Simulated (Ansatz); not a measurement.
# Si3H7 (SMILES [SiH3][SiH][SiH3]) at UCAM-B3LYP/cc-pVDZ

Aim: the electronic atomisation energy of Si3H7 at UCAM-B3LYP/cc-pVDZ, from 3 runs. 

The results are computed with Ansatz 0.2.0.

26 further runs of the same task are left out: 26 set aside as unsound or not needed. Runs told in other sessions of the task aren't counted.

**1. Starting point**

Si3H7 has 10 atoms, charge 0, and is taken as a doublet. SMILES: `[SiH3][SiH][SiH3]`. The coordinates come from a PBE0-D4/def2-TZVP relaxation.

Bond lengths: Si1–Si2 2.324 Å, Si2–Si3 2.324 Å, Si1–H4 1.487 Å, Si1–H5 1.487 Å, Si1–H6 1.490 Å, Si2–H7 1.491 Å, Si3–H8 1.487 Å, Si3–H9 1.490 Å, Si3–H10 1.487 Å. Some angles: Si1–Si2–Si3 117.3°, Si1–Si2–H7 113.2°, Si3–Si2–H7 113.2°, Si2–Si1–H4 108.6°, Si2–Si1–H5 110.1°, Si2–Si1–H6 112.2°, Si2–Si3–H8 108.6°, Si2–Si3–H9 112.2°, Si2–Si3–H10 110.1°, H4–Si1–H5 109.1°.

**2. The energy at UCAM-B3LYP/cc-pVDZ**

Input file molecule.yaml:

```yaml
crystal:
  periodic: [false, false, false]
  atoms:
    - {symbol: Si, position_ang: [-1.326900, 0.854900, -1.209200]}
    - {symbol: Si, position_ang: [0.719400, -0.131600, -0.719600]}
    - {symbol: Si, position_ang: [1.000400, -1.003300, 1.416100]}
    - {symbol: H, position_ang: [-2.411900, -0.065200, -0.777100]}
    - {symbol: H, position_ang: [-1.443700, 1.089800, -2.673000]}
    - {symbol: H, position_ang: [-1.505500, 2.157900, -0.508900]}
    - {symbol: H, position_ang: [1.885800, 0.672200, -1.184600]}
    - {symbol: H, position_ang: [-0.178100, -1.849500, 1.741300]}
    - {symbol: H, position_ang: [1.115000, 0.064100, 2.449300]}
    - {symbol: H, position_ang: [2.228500, -1.840300, 1.468800]}
basis:
  gaussian:
    orbitals: cc-pVDZ
magnetization:
  spin_polarized: true
  initial_magnetization: 1
hamiltonian:
  xc: {name: CAM-B3LYP}
accuracy: high
output:
  orbitals: {seedname: orbitals}
```

Started as:

```bash
$ ansatz run molecule.yaml --threads 1 --pin off --max-ram 3480MiB --events-out events.jsonl --progress --plain --runs-dir runs
```

Standard output:

```text
Warning: RAYON_NUM_THREADS=1 ignored (pool sized by the plan → 1); use --threads N
Functional definition: CAM-B3LYP
  name "CAM-B3LYP"
  parameter alpha = 0.19
  parameter beta = 0.46
  parameter omega = 0.33/bohr
  parameter ac = 0.81
  exchange = (1 - alpha - beta)*b88_x + beta*b88_x_sr(omega) + alpha*exact_x + beta*exact_x_lr(omega)
  correlation = (1 - ac)*vwn5_c + ac*lyp_c
2120 factors; integrals over basis functions are off by at most 3.8e-9 eV
511 factors; integrals over basis functions are off by at most 1.7e-9 eV
mean field evaluation 1: about -23744.7774 eV, gradient 5.6e0 eV
mean field evaluation 2: about -23745.1098 eV, gradient 1.6e0 eV
mean field evaluation 4: about -23745.1363 eV, gradient 7.3e-1 eV
mean field evaluation 8: about -23745.2377 eV, gradient 5.9e-2 eV
mean field evaluation 16: about -23745.2378 eV, gradient 4.9e-5 eV
mean field -23745.23776446 eV, -872.6213927437 hartree, gradient 3.3e-8 eV, S^2 0.753635; 0 other end points of the search recorded, 0 dependent functions left out
reference -23745.23778799 eV, -872.6213936085 hartree; 25, 24 occupied and 64, 65 virtual orbitals, 2120 factors
Total energy: -23745.23778799 eV, -872.6213936085 hartree
```

Wall time 19 s (1 thread of Intel Xeon Platinum 8375C at 2.90GHz (Ice Lake), shared host); peak memory 0.56 GiB.

**3. The H atom, same level**

Input file in.yaml:

```yaml
basis:
  gaussian:
    orbitals: cc-pVDZ
crystal:
  periodic: [false, false, false]
  atoms:
    - {symbol: H, position_ang: [0.000000, 0.000000, 0.000000]}
magnetization:
  spin_polarized: true
  initial_magnetization: 1
hamiltonian:
  xc: {name: CAM-B3LYP}
accuracy: high
```

Started as:

```bash
$ ansatz run in.yaml --threads 1 --pin off --max-ram 3480MiB --events-out events.jsonl --progress --plain --runs-dir runs
```

Standard output:

```text
Warning: RAYON_NUM_THREADS=1 ignored (pool sized by the plan → 1); use --threads N
Functional definition: CAM-B3LYP
  name "CAM-B3LYP"
  parameter alpha = 0.19
  parameter beta = 0.46
  parameter omega = 0.33/bohr
  parameter ac = 0.81
  exchange = (1 - alpha - beta)*b88_x + beta*b88_x_sr(omega) + alpha*exact_x + beta*exact_x_lr(omega)
  correlation = (1 - ac)*vwn5_c + ac*lyp_c
15 factors; integrals over basis functions are off by at most 4.6e-8 eV
15 factors; integrals over basis functions are off by at most 8.5e-10 eV
mean field evaluation 1: about -13.5409 eV, gradient 7.1e-1 eV
mean field evaluation 2: about -13.5416 eV, gradient 7.3e-1 eV
mean field evaluation 4: about -13.5484 eV, gradient 6.8e-5 eV
mean field evaluation 8: about -13.5484 eV, gradient 4.1e-10 eV
mean field -13.54838089 eV, -0.4978938142 hartree, gradient 3.6e-10 eV, S^2 0.750000; 0 other end points of the search recorded, 0 dependent functions left out
reference -13.54839015 eV, -0.4978941546 hartree; 1, 0 occupied and 4, 5 virtual orbitals, 15 factors
Total energy: -13.54839015 eV, -0.4978941546 hartree
```

Wall time 0.2 s (1 thread of Intel Xeon Platinum 8375C at 2.90GHz (Ice Lake), shared host).

**4. The Si atom**

Input file molecule.yaml:

```yaml
crystal:
  periodic: [false, false, false]
  atoms:
    - {symbol: Si, position_ang: [0.000000, 0.000000, 0.000000]}
basis:
  gaussian:
    orbitals: cc-pVDZ
accuracy: high
hamiltonian:
  xc: {name: CAM-B3LYP}
magnetization:
  spin_polarized: true
  initial_magnetization: 2
```

Run the same way, it converges to -289.37332 Eh (log not shown).

**5. What came out**

Level: UCAM-B3LYP/cc-pVDZ.

| quantity | value |
| --- | --- |
| molecule: total energy | -872.62139 Eh |
| molecule: HOMO energy (highest over α and β) | -7.17 eV |
| molecule: LUMO energy (lowest over α and β) | -1.76 eV |
| molecule: ⟨S²⟩ | 0.754 |
| H atom: total energy | -0.49789 Eh |
| H atom: ⟨S²⟩ | 0.750 |
| Si atom: total energy | -289.37332 Eh |
| Si atom: ⟨S²⟩ | 2.004 |
| electronic atomisation energy | 27.652 eV |

Taking the molecule apart into free atoms costs 27.65 eV (638 kcal/mol), before zero-point energy and without spin-orbit coupling.
